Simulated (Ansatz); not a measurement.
# Al: the cost of one run

Program: Ansatz 0.2.0. Level of theory: DFT r2SCAN, plane waves, PAW, scalar-relativistic, no spin polarisation. These are calculated values, not measurements.

### Step 1. The starting structure

The cell holds 31 atoms (Al31): a = 8.100 Å, b = 8.100 Å, c = 8.100 Å, α = 90.00°, β = 90.00°, γ = 90.00°.

Its coordinates follow in the input file.

### Step 2. End point A

File input.yaml:

```yaml
crystal:
  lattice:
    - [8.1, 0.0, 0.0]
    - [0.0, 8.1, 0.0]
    - [0.0, 0.0, 8.1]
  atoms:
    - { symbol: Al, position: [0.5036921, 0.0005291, -0.0023896] }
    - { symbol: Al, position: [0.7513078, 0.2566576, -0.000818] }
    - { symbol: Al, position: [0.0011707, -0.0018866, 0.0006984] }
    - { symbol: Al, position: [0.2460007, 0.246389, 0.0045244] }
    - { symbol: Al, position: [0.5029707, 0.498191, 0.0031181] }
    - { symbol: Al, position: [0.7524028, 0.7476222, 0.0103223] }
    - { symbol: Al, position: [0.2474071, 0.0002922, 0.2483128] }
    - { symbol: Al, position: [0.5042018, 0.2430288, 0.2490162] }
    - { symbol: Al, position: [0.7424962, 0.4957564, 0.2448056] }
    - { symbol: Al, position: [0.4982287, 0.003908, 0.5006275] }
    - { symbol: Al, position: [0.7503005, 0.2518244, 0.4970427] }
    - { symbol: Al, position: [0.752411, 0.0031227, 0.7491465] }
    - { symbol: Al, position: [0.0060224, 0.4980133, 0.0034057] }
    - { symbol: Al, position: [0.249431, 0.7539413, 0.0026432] }
    - { symbol: Al, position: [-0.0026497, 0.2475968, 0.2523153] }
    - { symbol: Al, position: [0.2436016, 0.4991607, 0.2457842] }
    - { symbol: Al, position: [0.4998285, 0.7507397, 0.2502887] }
    - { symbol: Al, position: [-0.003289, -0.005623, 0.5032887] }
    - { symbol: Al, position: [0.2449189, 0.2497661, 0.4957146] }
    - { symbol: Al, position: [0.506072, 0.503868, 0.4973196] }
    - { symbol: Al, position: [0.7497586, 0.7460704, 0.5037365] }
    - { symbol: Al, position: [0.2528392, 0.0053901, 0.7522174] }
    - { symbol: Al, position: [0.5005856, 0.249737, 0.7522255] }
    - { symbol: Al, position: [0.751624, 0.5005507, 0.7404631] }
    - { symbol: Al, position: [0.0021687, 0.7502163, 0.2451881] }
    - { symbol: Al, position: [-0.0007574, 0.5032972, 0.4974969] }
    - { symbol: Al, position: [0.2497455, 0.7501294, 0.4964135] }
    - { symbol: Al, position: [0.0050529, 0.2510852, 0.7480252] }
    - { symbol: Al, position: [0.2592879, 0.4982927, 0.7478407] }
    - { symbol: Al, position: [0.4981108, 0.7535924, 0.7491655] }
    - { symbol: Al, position: [0.004771, 0.7511961, 0.7493768] }
basis:
  ecutwfc: 500.0
kpoints:
  mp_grid: { grid: [2, 2, 2] }
hamiltonian:
  xc: r2scan
  pseudopotentials: { kind: paw, azcp: { folder: soft_1 } }
scf:
  occupations: { method: fermi_dirac, width: 0.05 }
  lower_state_search: "off"
relax:
  f_tol: 0.03
  max_steps: 60
  adjacent_minimum: "off"
```

Started as:

```bash
$ ansatz run input.yaml --threads 4 --pin off --max-ram 10240MiB --backend cpu --events-out ev --progress --plain --runs-dir out
```

Q: Estimate wall time and peak memory on 4 threads of AMD EPYC 9R45 (Zen 5), shared host.

About 18 s, with a peak of 2.3 GiB.
